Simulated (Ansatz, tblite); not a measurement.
# C₃₂H₂₆: rung by rung

The task here is to estimate one member of a computed series from the others.

Method: as each input shows; program: Ansatz 0.2.0, Gaussian basis.

The runs, in order: GFN1-xTB, GFN2-xTB, PBE-D4/def2-TZVP, r2SCAN-D4/def2-TZVP, PBE-D4/def2-SVP, PBE0-D4/def2-SVP.

1 further run of the same task is left out (set aside as unsound or not needed).

### The structure

The singlet was relaxed beforehand with r2SCAN-D4/def2-SVP.

SMILES `[H]/C=C/c1ccc(/C=C/c2ccc(/C=C/c3ccc(/C=C/c4ccccc4)cc3)cc2)cc1`, 58 atoms, charge 0, spin multiplicity 1.

Bond lengths: H1–C2 1.093 Å, C2–C3 1.345 Å, C2–H34 1.095 Å, C3–C4 1.464 Å, C3–H35 1.098 Å, C4–C5 1.412 Å, C4–C33 1.410 Å, C5–C6 1.389 Å, C5–H36 1.095 Å, C6–C7 1.412 Å, C6–H37 1.093 Å, C7–C8 1.455 Å, C7–C32 1.415 Å, C8–C9 1.359 Å, C8–H38 1.096 Å, C9–C10 1.453 Å, C9–H39 1.096 Å, C10–C11 1.417 Å and more. Angles: H1–C2–C3 120.8°, H1–C2–H34 116.7°, C3–C2–H34 122.5°, C2–C3–C4 127.3°, C2–C3–H35 118.1°, C4–C3–H35 114.6°, C3–C4–C5 119.3°, C3–C4–C33 123.4°, C5–C4–C33 117.4°, C4–C5–C6 121.8°, C4–C5–H36 118.8°, C6–C5–H36 119.5°, C5–C6–C7 121.0°, C5–C6–H37 119.0°, C7–C6–H37 120.0°, C6–C7–C8 123.8°, C6–C7–C32 117.2°, C8–C7–C32 119.0° and more.

PBE0-D4/def2-TZVP was run before; its log isn't repeated, and its numbers join the tables.

Set-up of the first run:

Tight binding, by tblite at 300 K electronic temperature and without a spin-polarisation term:

```python
tblite.interface.Calculator('GFN1-xTB', numbers, positions, charge=0, uhf=0).singlepoint()
```

Tight binding, by tblite at 300 K electronic temperature and without a spin-polarisation term:

```python
tblite.interface.Calculator('GFN2-xTB', numbers, positions, charge=0, uhf=0).singlepoint()
```

start.molden holds the orbitals of an earlier run on this state, given as this run's starting guess.

Contents of in.yaml:

```yaml
crystal:
  periodic: [false, false, false]
  atoms:
    - {symbol: H, position_ang: [13.775419, -0.079839, -1.524784]}
    - {symbol: C, position_ang: [12.697783, -0.250241, -1.592847]}
    - {symbol: C, position_ang: [11.847032, 0.372100, -0.757503]}
    - {symbol: C, position_ang: [10.388896, 0.245790, -0.718826]}
    - {symbol: C, position_ang: [9.655458, 1.004127, 0.219216]}
    - {symbol: C, position_ang: [8.270832, 0.929635, 0.297177]}
    - {symbol: C, position_ang: [7.538926, 0.085150, -0.566388]}
    - {symbol: C, position_ang: [6.089372, -0.034854, -0.543539]}
    - {symbol: C, position_ang: [5.229964, 0.631487, 0.270730]}
    - {symbol: C, position_ang: [3.781387, 0.519459, 0.289917]}
    - {symbol: C, position_ang: [3.047850, -0.335720, -0.568926]}
    - {symbol: C, position_ang: [1.665741, -0.401169, -0.514822]}
    - {symbol: C, position_ang: [0.923920, 0.384070, 0.401986]}
    - {symbol: C, position_ang: [-0.525355, 0.357043, 0.497664]}
    - {symbol: C, position_ang: [-1.377979, -0.394262, -0.248134]}
    - {symbol: C, position_ang: [-2.827582, -0.419689, -0.154669]}
    - {symbol: C, position_ang: [-3.570525, 0.373640, 0.753990]}
    - {symbol: C, position_ang: [-4.953174, 0.311735, 0.803669]}
    - {symbol: C, position_ang: [-5.685419, -0.547347, -0.051736]}
    - {symbol: C, position_ang: [-7.136023, -0.650913, -0.041512]}
    - {symbol: C, position_ang: [-7.997581, 0.048326, 0.739576]}
    - {symbol: C, position_ang: [-9.452495, -0.056554, 0.749049]}
    - {symbol: C, position_ang: [-10.189398, 0.779128, 1.615771]}
    - {symbol: C, position_ang: [-11.582190, 0.723859, 1.666265]}
    - {symbol: C, position_ang: [-12.278287, -0.171873, 0.849634]}
    - {symbol: C, position_ang: [-11.564297, -1.010761, -0.016235]}
    - {symbol: C, position_ang: [-10.173932, -0.956059, -0.067344]}
    - {symbol: C, position_ang: [-4.945238, -1.338170, -0.956517]}
    - {symbol: C, position_ang: [-3.557927, -1.275667, -1.007194]}
    - {symbol: C, position_ang: [1.655466, 1.234049, 1.259732]}
    - {symbol: C, position_ang: [3.042275, 1.299562, 1.205468]}
    - {symbol: C, position_ang: [8.276187, -0.677493, -1.502167]}
    - {symbol: C, position_ang: [9.660278, -0.601249, -1.579025]}
    - {symbol: H, position_ang: [12.358259, -0.947013, -2.366024]}
    - {symbol: H, position_ang: [12.265493, 1.060892, -0.012003]}
    - {symbol: H, position_ang: [10.198195, 1.668000, 0.900482]}
    - {symbol: H, position_ang: [7.748435, 1.536902, 1.041082]}
    - {symbol: H, position_ang: [5.679869, -0.742529, -1.274133]}
    - {symbol: H, position_ang: [5.640653, 1.338727, 1.001083]}
    - {symbol: H, position_ang: [3.576454, -0.960685, -1.293635]}
    - {symbol: H, position_ang: [1.143666, -1.075578, -1.198713]}
    - {symbol: H, position_ang: [-0.943277, 1.025424, 1.259745]}
    - {symbol: H, position_ang: [-0.959967, -1.062420, -1.010373]}
    - {symbol: H, position_ang: [-3.049265, 1.052306, 1.434299]}
    - {symbol: H, position_ang: [-5.482891, 0.941763, 1.523158]}
    - {symbol: H, position_ang: [-7.544097, -1.377420, -0.754196]}
    - {symbol: H, position_ang: [-7.590926, 0.780315, 1.447432]}
    - {symbol: H, position_ang: [-9.648554, 1.482748, 2.257471]}
    - {symbol: H, position_ang: [-12.127796, 1.383622, 2.347390]}
    - {symbol: H, position_ang: [-13.370572, -0.219087, 0.886005]}
    - {symbol: H, position_ang: [-12.101088, -1.716252, -0.657887]}
    - {symbol: H, position_ang: [-9.639442, -1.622982, -0.749068]}
    - {symbol: H, position_ang: [-5.481732, -2.013035, -1.631316]}
    - {symbol: H, position_ang: [-3.013429, -1.901954, -1.721298]}
    - {symbol: H, position_ang: [1.111946, 1.853353, 1.980662]}
    - {symbol: H, position_ang: [3.579541, 1.969946, 1.884108]}
    - {symbol: H, position_ang: [7.734250, -1.342887, -2.182426]}
    - {symbol: H, position_ang: [10.186894, -1.209451, -2.319509]}
basis:
  gaussian: {orbitals: def2-TZVP, fitting: {mean_field: def2-universal-jkfit}, initial_orbitals: start.molden}
hamiltonian: {xc: pbe, dispersion: d4}
scf: {omitted_lower_state_checks: [starts]}
output: {forces: true, orbitals: {seedname: orbitals}}
```

Launch:

```bash
ansatz run in.yaml --threads 2 --pin off --events-out ev --progress --plain --max-ram 32768MiB --backend cuda --devices 0, --max-vram 18GiB
```

Steps of the session up to this table: PBE-D4/def2-TZVP; r2SCAN-D4/def2-TZVP; PBE-D4/def2-SVP; PBE0-D4/def2-SVP.

One table of the session follows, with a row left open; its other results are not shown here.

It belongs to the step «Binding energy». 

```
              level  binding an atom (eV)
    PBE-D4/def2-SVP                     ?
   PBE-D4/def2-TZVP                 5.378
r2SCAN-D4/def2-TZVP                 5.213
   PBE0-D4/def2-SVP                 5.350
  PBE0-D4/def2-TZVP                 5.268
```

Estimate the missing values for PBE-D4/def2-SVP.

As computed: binding an atom (eV): 5.457. In the column «binding an atom (eV)» it is the highest.

Caveats from the session: Free atoms were run apart at each level; binding is atoms less cluster, divided by the number of atoms, without zero-point or spin-orbit terms.
